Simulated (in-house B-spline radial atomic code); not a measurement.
# Ir⁶²⁺: levels and lines of the valence electron

Aim: the levels of the one electron of Ir⁶²⁺ outside the core [Ne] 3s2 3p1/2^2, from frozen-core Dirac-Hartree-Fock to screened Brueckner orbitals, then its lines and polarisabilities.

Program: an in-house B-spline radial atomic code, version 1. Level of theory: frozen-core Dirac-Hartree-Fock, second-order and screened correlation potential (Brueckner orbitals), static RPA core polarisation, Breit and QED for the lowest s, p, d states, no-pair Dirac-Coulomb. These are calculated values, not measurements, unless marked.

## Step 1: The atom as given

| Item | Value |
| --- | --- |
| element | iridium (Z = 77) |
| charge | +62 |
| core | [Ne] 3s2 3p1/2^2 |
| nucleus | mass number 193, rms radius 5.403 fm |
| note | closed in jj coupling only |

## Step 2: The run

Settings:

```ini
basis_form = 2
Z = 77
core_configuration = [Ne] 3s2 3p-2
rms_radius = 5.4032
mass_number = 193
speed_of_light = 137.035999084
box_radius = 3.352
lmax = 6
intervals = 57
virtual_cutoff = 11858.0
```

On the command line:

```console
$ python run_mb.py task.json out
```

The settings stand in task.json.

Main fields of the result record, rounded:

```text
{
  "status": "converged",
  "warnings": ["a state reaches the box edge"],
  "core_hf_energy [hartree]": -13212.8025142,
  "lowest_core_excitation [hartree]": 16.0611,
  "core_polarisability [au]": 0.00180187,
  "core_quadrupole_polarisability [au]": 5.20755e-05,
  "states": [
    {"name": "3p3/2", "dhf": -246.7713, "second_order": -0.113697, "tail": -0.00124, "brueckner2": -246.885, "screened": -246.8846, "overlap": 1.0, "breit": 0.22903, "qed": 0.029748, "r": 0.176951, "edge": 3.9e-15},
    {"name": "3d3/2", "dhf": -237.8157, "second_order": -0.1110363, "tail": -0.002142, "brueckner2": -237.9267, "screened": -237.9312, "overlap": 1.0, "breit": 0.19465, "qed": -0.01001, "r": 0.15141, "edge": 7.5e-16},
    {"name": "3d5/2", "dhf": -233.4953, "second_order": -0.2083993, "tail": -0.00232, "brueckner2": -233.7037, "screened": -233.7223, "overlap": 1.0, "breit": 0.091727, "qed": -0.00079045, "r": 0.154951, "edge": 1.2e-15}
  ]
}
```

Run time: 31 s. Hardware: 1 thread, shared host.

Fields of a state (hartree, bohr): dhf, the second-order shift, its tail beyond lmax, Brueckner energies at second order and screened, overlap with the DHF orbital, Breit and QED shifts, mean radii, and edge, the weight near the box wall.

33 further states of the record are not shown: above the first core excitation the self-energy has poles, and states at the box wall or far from their DHF orbital are unsound.

## Step 3: The levels

Removal energies in eV; the shifts add to the DHF value.

```
state       DHF  Brueckner, 2nd order  screened  Breit + QED     final  quantum defect
3p3/2  6714.990                 3.128     3.116       -7.042  6711.064           0.163
3d3/2  6471.294                 3.080     3.203       -5.024  6469.472           0.111
3d5/2  6353.732                 5.734     6.240       -2.475  6357.497           0.086
```

Fine-structure intervals (cm⁻¹):

```csv
doublet,DHF,"final (correlation, and Breit and QED where computed)"
3d,948201,903138
```

## Step 4: Matrix elements and lines

The record's fields for this part:

```text
{
  "matrix_elements": [
    [1, "3d3/2", "3p3/2", 0.076236, 0.063039, 0.063013],
    [1, "3d5/2", "3p3/2", -0.23355, -0.20237, -0.20232],
    [2, "3d3/2", "3d5/2", 0.01574, 0.015474, 0.015468]
  ]
}
```

Each row: multipole K, the two states, and the reduced element at DHF, with RPA, and with Brueckner orbitals and RPA (atomic units); rows between the states shown.

E1 lines, lowest lower state first:

| upper | lower | wavelength (nm) | rate (1/s) | oscillator strength |
| --- | --- | --- | --- | --- |
| 3d3/2 | 3p3/2 | 5.1320 | 1.49e+10 | 0.00588 |
| 3d5/2 | 3p3/2 | 3.5067 | 3.21e+11 | 0.0886 |

## Step 5: Hyperfine structure

From the fields A (MHz per unit nuclear g-factor, uniformly magnetised nucleus), B (MHz per barn) and alpha0 of the same record:

```csv
state,"A, DHF","A, RPA","A, Brueckner + RPA","B, final",α0 (bohr³)
3p3/2,245101,244175,244558,491313,0.002176
3d3/2,132162,135406,135483,85368,0.001627
3d5/2,52308,48781,48774,71436,0.001526
```

## Step 6: What came out

| quantity | value |
| --- | --- |
| lowest one-electron state over this core | 3p3/2 |
| its removal energy | 6711.1 eV (DHF 6715.0 eV) |
| next one-electron state | 3d3/2 at 241.6 eV |
| strongest of the lines computed from the lowest state (states outside the list are missing) | 3d5/2, 3.507 nm, f = 0.0886 |
| polarisability of the lowest state | 0.002176 bohr³ |
| core polarisability | 0.001802 bohr³ |
| tabulated theoretical ionisation energy | 6708.0 ± 15 eV (NIST Atomic Spectra Database, ionization energies) |

**Reading.** Correlation with the core adds 0.046 % to the binding of 3p3/2, and the screened shift differs from the second-order Brueckner one by -0.38 %. Core polarisation and Brueckner orbitals change the element of the strongest line by -13 %. The tabulated theoretical ionisation energy, 6708.0 ± 15 eV, is missed by +0.046 % at the final rung.
